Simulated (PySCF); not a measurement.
**GeH₄: structure of the singlet**

Where does singlet GeH₄ go from a PBE0 minimum start, is the end point a minimum, and what are its modes, charges and moments?

Program: PySCF 2.14.0. Level of theory: PBE0, basis Ge def2-TZVP, H def2-TZVP, no relativity, density fitting. These are calculated values, not measurements.

## 1. Starting geometry

5 atoms, charge 0, spin multiplicity 1.

Bond lengths: Ge1–H2 1.534 Å, Ge1–H3 1.534 Å, Ge1–H4 1.534 Å, Ge1–H5 1.534 Å. Angles: H2–Ge1–H3 109.5°, H2–Ge1–H4 109.5°, H2–Ge1–H5 109.5°, H3–Ge1–H4 109.5°, H3–Ge1–H5 109.5°, H4–Ge1–H5 109.5°.

```xyz
5
charge 0 multiplicity 1
Ge    0.0000    0.0000    0.0000
H    -0.8859   -0.8859   -0.8859
H     0.8859    0.8859   -0.8859
H    -0.8859    0.8859    0.8859
H     0.8859   -0.8859    0.8859
```

## 2. Finding the electronic state

The steps below are one call of a driver around PySCF. For each, scf.py gives the equivalent set-up of the SCF; relaxations use the driver's own optimiser. After this first run the driver tries any further starts and a stability analysis.

scf.py

```python
from pyscf import gto, scf, dft
mol = gto.M(atom='''
Ge     0.000000    -0.000000     0.000000
H     -0.885890    -0.885890    -0.885890
H      0.885890     0.885890    -0.885890
H     -0.885890     0.885890     0.885890
H      0.885890    -0.885890     0.885890''',
    basis={'Ge': 'def2-TZVP', 'H': 'def2-TZVP'},
    charge=0, spin=0)
mf = dft.RKS(mol, xc='PBE0')
mf.grids.atom_grid = (50, 194)
aux = {'Ge': 'def2-universal-JKFIT', 'H': 'def2-universal-JKFIT'}
mf = mf.density_fit(auxbasis=aux)
mf.conv_tol = 1e-08
mf.diis_space = 10
mf.max_cycle = 60
mf.init_guess = 'minao'
mf.verbose = 4
mf.kernel()
```

On the command line:

```
> OMP_NUM_THREADS=2 python axn.py task.json out
```

Further steps of the session: Relaxing the singlet from the PBE0 minimum start; Is it a minimum? Harmonic modes.

Q: Predict the outcome of this session. Wanted: minimum; geometry; wavenumbers; dipole moment; highest occupied, lowest empty level; polar-tensor charge of Ge1; zero-point energy; atomisation energy.

**Answer**, as computed:

| quantity | value |
| --- | --- |
| minimum | singlet, Td |
| geometry | Ge–H 1.534 Å (×4); H–Ge–H 109.5° (×6) |
| wavenumbers (cm⁻¹) | 822 (t2), 924 (e), 2169 (a1), 2174 (t2) |
| dipole moment | 0.00 D |
| highest occupied, lowest empty level | -9.66, 1.08 eV |
| polar-tensor charge of Ge1 | +0.90 e |
| zero-point energy | 77.8 kJ/mol |
| entropy at 298.15 K | 217.5 J/(mol K) |
| atomisation energy (no zero-point energy) | 1205 kJ/mol |

In words: The molecule stays Td, as typed, and the end point is a minimum. The strongest infrared band lies at 2174 cm⁻¹ (t2, stretch). Ge1 has a polar-tensor charge of +0.9 e (a dipole derivative, not a static charge), yet symmetry cancels the bond dipoles. Other starts or spin states, not run here, may lie lower.
